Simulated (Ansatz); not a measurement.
# CH7AsOSi: one species, many methods

One table from this session's results is given with a row withheld; the runs are named, their logs left out.

Method: functionals in def2-TZVPP, the program's frozen cores in correlated methods; program: Ansatz 0.2.0, Gaussian basis.

Plan: PBE-D4, r2SCAN-D4, PBE0-D4, B3LYP-D4, ωB97X-V, ωB97M-V, B2PLYP; CCSD(T)/def2-TZVPP; MP2/def2-QZVPP; extrapolation to the limit.

## The relaxed structure

The geometry comes from an earlier relaxation with PBE0-D4 in a triple-zeta def2 set; it is a stationary point, not always the lowest conformer.

SMILES `OC([SiH3])[AsH2]`, 11 atoms, charge 0, spin multiplicity 1.

Atoms are counted from 1 here; the program's logs count them from 0.

Bond lengths: O1–C2 1.415 Å, O1–H5 0.962 Å, C2–Si3 1.885 Å, C2–As4 2.001 Å, C2–H6 1.100 Å, Si3–H7 1.485 Å, Si3–H8 1.486 Å, Si3–H9 1.488 Å, As4–H10 1.524 Å, As4–H11 1.523 Å. Angles: C2–O1–H5 109.2°, O1–C2–Si3 108.3°, O1–C2–As4 110.3°, O1–C2–H6 111.7°, Si3–C2–As4 112.5°, Si3–C2–H6 109.1°, As4–C2–H6 104.9°, C2–Si3–H7 109.4°, C2–Si3–H8 108.1°, C2–Si3–H9 111.1°, H7–Si3–H8 109.7°, H7–Si3–H9 109.4°, H8–Si3–H9 109.2°, C2–As4–H10 97.1°, C2–As4–H11 95.6°, H10–As4–H11 92.7°.

Set-up of the first run:

The input, in.yaml:

```yaml
crystal:
  periodic: [false, false, false]
  atoms:
    - {symbol: O, position_ang: [-0.746263, 1.404318, -0.965928]}
    - {symbol: C, position_ang: [-0.585412, 0.393667, 0.011893]}
    - {symbol: Si, position_ang: [0.186070, -1.113866, -0.815501]}
    - {symbol: As, position_ang: [0.512905, 1.073647, 1.540168]}
    - {symbol: H, position_ang: [-1.158627, 2.173905, -0.561313]}
    - {symbol: H, position_ang: [-1.546858, 0.104838, 0.460405]}
    - {symbol: H, position_ang: [1.528868, -0.755203, -1.338131]}
    - {symbol: H, position_ang: [0.316439, -2.184539, 0.207158]}
    - {symbol: H, position_ang: [-0.664995, -1.605611, -1.932669]}
    - {symbol: H, position_ang: [1.868856, 0.622540, 1.011343]}
    - {symbol: H, position_ang: [0.354517, -0.170795, 2.403174]}
basis:
  gaussian: {orbitals: def2-TZVPP}
hamiltonian: {xc: pbe, dispersion: d4}
output: {forces: true, orbitals: {seedname: orbitals}}
```

On the command line:

```bash
> ansatz run in.yaml --threads 4 --pin off --events-out ev --progress --plain --max-ram 10444MiB
```

Among the steps run: PBE-D4 (GGA); r2SCAN-D4 (meta-GGA); PBE0-D4 (hybrid); B3LYP-D4 (hybrid); ωB97X-V (range-separated); ωB97M-V (range-separated); B2PLYP (double hybrid); CCSD(T) in def2-TZVPP; MP2 in def2-QZVPP.

One table of the session follows, with a row left open; its other results are not shown here.

| method | atomisation energy (eV) |
| --- | --- |
| PBE-D4 | 35.867 |
| r2SCAN-D4 | 35.524 |
| PBE0-D4 | 35.257 |
| B3LYP-D4 | 35.608 |
| ωB97X-V | ? |
| ωB97M-V | 35.583 |
| B2PLYP | 35.031 |
| HF/def2-TZVPP | 24.822 |
| MP2/def2-TZVPP | 34.640 |
| CCSD/def2-TZVPP | 34.110 |
| CCSD(T)/def2-TZVPP | 34.622 |
| MP2/CBS | 35.615 |
| CCSD(T)/CBS | 35.598 |

Estimate the missing values for ωB97X-V.

The run gave: atomisation energy (eV): 35.847. In the column «atomisation energy (eV)» it lies between MP2/CBS (35.615) and PBE-D4 (35.867).
